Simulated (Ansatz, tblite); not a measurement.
**(ClBe-mu-OH)2 (Be2Cl2H2O2): rung by rung**

How do method and basis change the picture of (ClBe-mu-OH)2 (Be2Cl2H2O2) (singlet)?

Computed with Ansatz 0.2.0, Gaussian basis. Level: as each input shows.

Plan: GFN1-xTB, GFN2-xTB, PBE-D4/def2-TZVP, r2SCAN-D4/def2-TZVP, LC-ωPBE/def2-TZVP, B97M-V/def2-TZVP, B2PLYP/def2-TZVP, r2SCANh-D4/def2-TZVP, PBE-QIDH/def2-TZVP, ωB97M-V/def2-TZVP, BLYP-D4/def2-TZVP, PBE-D4/def2-SVP, PBE0-D4/def2-SVP, HF/STO-3G, CCSD(T)/def2-TZVPP, MP2/def2-TZVP, RPA/def2-TZVP.

### Step 1. The structure

The singlet was relaxed beforehand with r2SCAN-D4/def2-SVP.

8 atoms, charge 0, spin multiplicity 1.

Bond lengths: Be1–Cl2 1.858 Å, Be1–O3 1.597 Å, Be1–O6 1.597 Å, O3–Be4 1.597 Å, O3–H7 0.961 Å, Be4–Cl5 1.858 Å, Be4–O6 1.597 Å, O6–H8 0.961 Å. Angles: Cl2–Be1–O3 135.4°, Cl2–Be1–O6 135.4°, O3–Be1–O6 89.2°, Be1–O3–Be4 90.8°, Be1–O3–H7 134.6°, Be4–O3–H7 134.6°, O3–Be4–Cl5 135.4°, O3–Be4–O6 89.2°, Cl5–Be4–O6 135.4°, Be1–O6–Be4 90.8°, Be1–O6–H8 134.6°, Be4–O6–H8 134.6°.

PBE0-D4/def2-TZVP was run before; its log isn't repeated, and its numbers join the tables.

### Step 2. GFN1-xTB

Tight binding, by tblite at 300 K electronic temperature and without a spin-polarisation term:

```python
tblite.interface.Calculator('GFN1-xTB', numbers, positions, charge=0, uhf=0).singlepoint()
```

Energy -564.3628 eV, HOMO -12.51 eV, LUMO -5.72 eV; 0.007 s.

### Step 3. GFN2-xTB

Tight binding, by tblite at 300 K electronic temperature and without a spin-polarisation term:

```python
tblite.interface.Calculator('GFN2-xTB', numbers, positions, charge=0, uhf=0).singlepoint()
```

Energy -540.6638 eV, HOMO -11.73 eV, LUMO -5.51 eV; 0.006 s.

### Step 4. PBE-D4/def2-TZVP

start.molden holds the orbitals of an earlier run on this state, given as this run's starting guess.

in.yaml

```yaml
crystal:
  periodic: [false, false, false]
  atoms:
    - {symbol: Be, position_ang: [-0.382828, 0.968756, 0.456638]}
    - {symbol: Cl, position_ang: [-1.004895, 2.551379, 1.205028]}
    - {symbol: O, position_ang: [0.386487, 0.570265, -0.885400]}
    - {symbol: Be, position_ang: [0.381357, -0.968816, -0.457487]}
    - {symbol: Cl, position_ang: [1.007921, -2.551044, -1.202994]}
    - {symbol: O, position_ang: [-0.388615, -0.570446, 0.884197]}
    - {symbol: H, position_ang: [0.720133, 1.058641, -1.642486]}
    - {symbol: H, position_ang: [-0.719550, -1.058745, 1.642515]}
basis:
  gaussian: {orbitals: def2-TZVP, initial_orbitals: start.molden}
hamiltonian: {xc: pbe, dispersion: d4}
scf: {omitted_lower_state_checks: [starts]}
output: {forces: true, orbitals: {seedname: orbitals}}
```

Command:

```sh
ansatz run in.yaml --threads 2 --pin off --events-out ev --progress --plain --max-ram 4352MiB
```

The runs that follow: r2SCAN-D4/def2-TZVP; LC-ωPBE/def2-TZVP; B97M-V/def2-TZVP; B2PLYP/def2-TZVP; r2SCANh-D4/def2-TZVP; PBE-QIDH/def2-TZVP; ωB97M-V/def2-TZVP; BLYP-D4/def2-TZVP; PBE-D4/def2-SVP; PBE0-D4/def2-SVP; HF/STO-3G; CCSD(T)/def2-TZVPP; MP2/def2-TZVP; RPA/def2-TZVP.

**Question.** What will the summary of the whole plan be? Wanted: gap in def2-TZVP, named functionals, smallest and largest; correlation energy, CCSD(T)/def2-TZVPP; correlation energy, MP2/def2-TZVP; binding an atom, CCSD(T)/def2-TZVPP; PBE0 total energy, smallest basis above largest.

**Answer**, as computed:

| quantity | value |
| --- | --- |
| gap in def2-TZVP, named functionals, smallest and largest | 5.66 eV (BLYP-D4), 12.40 eV (LC-ωPBE) |
| correlation energy, CCSD(T)/def2-TZVPP | -29.45 eV |
| correlation energy, MP2/def2-TZVP | -26.91 eV |
| binding an atom, CCSD(T)/def2-TZVPP | 3.852 eV |
| PBE0 total energy, smallest basis above largest | 14.51 eV (def2-SVP, def2-TZVP) |

In words: Orbital gaps of the named functionals in def2-TZVP span 5.66 eV (BLYP-D4) to 12.40 eV (LC-ωPBE); exact exchange widens it. A small miss in a minimal or small basis is a cancelling of errors, not accuracy. The functionals in def2-TZVP miss CCSD(T)/def2-TZVPP by +0.155 (PBE0-D4) to +0.238 eV (PBE-D4) an atom. CCSD(T)/def2-TZVPP isn't at the basis-set limit; small misses against it rank nothing.
